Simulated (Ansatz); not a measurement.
Task: a few random alloy cells with their mixing energies of Tc-Ti random alloys, with Ansatz 0.2.0, Python API. Give the script and its output. Use (first run): LDA, PAW, cutoff 380 eV, 8×8×8 k-points, cold smearing of 0.05 eV.

Script `tc_random_alloy.py`:
```python
"""Random Tc-Ti cells of 8 mixed sites, after relaxing cells and atoms."""

from collections import Counter
import warnings

import ansatz as az
import numpy as np
import pandas as pd


def fcc(A, a):
    return (
        az.Lattice.fcc(a)
        .space_group(225)
        .atom(A, (0, 0, 0))
        .primitive()
    )

A_FIRST, A_LAST = 3.85, 4.13


def run_phase(name, crystal):
    calc = (
        crystal.calculation()
        .basis(380)
        .scf(tolerance=1e-06, max_iterations=200)
        .eigensolver("auto", mixed_precision=False)
        .functional(az.Functional.LDA)
        .kpoints(spacing=0.39)
        .occupations("cold", width=0.05)
        .band_table()
    )
    calc = calc.relax(force_tolerance=0.03, cell=True)
    return calc.run(threads=1)


def volume_per_atom(outcome):
    return abs(np.linalg.det(outcome.lattice.cell_ang)) / len(outcome.lattice.sites)


def counts(outcome):
    return Counter(site.symbol for site in outcome.lattice.sites)


def main() -> None:
    warnings.simplefilter("ignore", az.DeckWarning)

    phases = {"Tc": fcc("Tc", A_FIRST), "Ti": fcc("Ti", A_LAST)}
    for k in [4]:
        a = A_FIRST + (A_LAST - A_FIRST) * k / 8
        supercell = fcc("Tc", a).supercell(2).resolved()
        for seed in [77]:
            drawn = supercell.site_disorder().occupy("Tc", Tc=8 - k, Ti=k).random(seed=seed)
            phases[f"Tc{8 - k}Ti{k} seed {seed}"] = drawn.crystal

    done = {name: run_phase(name, crystal) for name, crystal in phases.items()}

    # mixing quantities against the straight line between the end members, both on this lattice
    x = {name: counts(o)["Ti"] / (counts(o)["Tc"] + counts(o)["Ti"]) for name, o in done.items()}
    first, last = min(x, key=x.get), max(x, key=x.get)
    energy = {name: o.report["energy_sigma0_ev"] / len(o.lattice.sites) for name, o in done.items()}
    volume = {name: volume_per_atom(o) for name, o in done.items()}
    rows = []
    for name in sorted(done, key=x.get):
        line = lambda table: (1 - x[name]) * table[first] + x[name] * table[last]
        rows.append((name, x[name], 1000 * (energy[name] - line(energy)), volume[name], 100 * (volume[name] / line(volume) - 1)))
    print(pd.DataFrame(rows, columns=["cell", "x(Ti)", "E_mix (meV/atom)", "V (A^3/atom)", "excess V (%)"]).round(4).to_string(index=False))


if __name__ == "__main__":
    main()
```

```console
$ python tc_random_alloy.py
          cell  x(Ti)  E_mix (meV/atom)  V (A^3/atom)  excess V (%)
            Tc    0.0            0.0000       13.8990        0.0000
Tc4Ti4 seed 77    0.5         -237.1347       14.4563       -3.5683
            Ti    1.0            0.0000       16.0834        0.0000
```

These settings explore the input space; cutoff and mesh may be short of convergence. The cutoff lies under the one recommended for these potentials. For the metals among these phases the mesh is modest: differences between phases can be off by up to 40 meV an atom. The program warned that this SCF threshold is loose for forces or stresses. Cells of eight mixed sites are far from the random limit, and both end members stand on the same lattice, which need not be their own. Differences under about 40 meV an atom lie within the error of mesh and functional. The cells are prototypes set up for this calculation and needn't exist. The script silences the warnings on its input, which a real study should read. Wall time of the script: 2.3 min on 1 thread of Arm Neoverse V2 (shared host), peak memory 0.54 GiB.
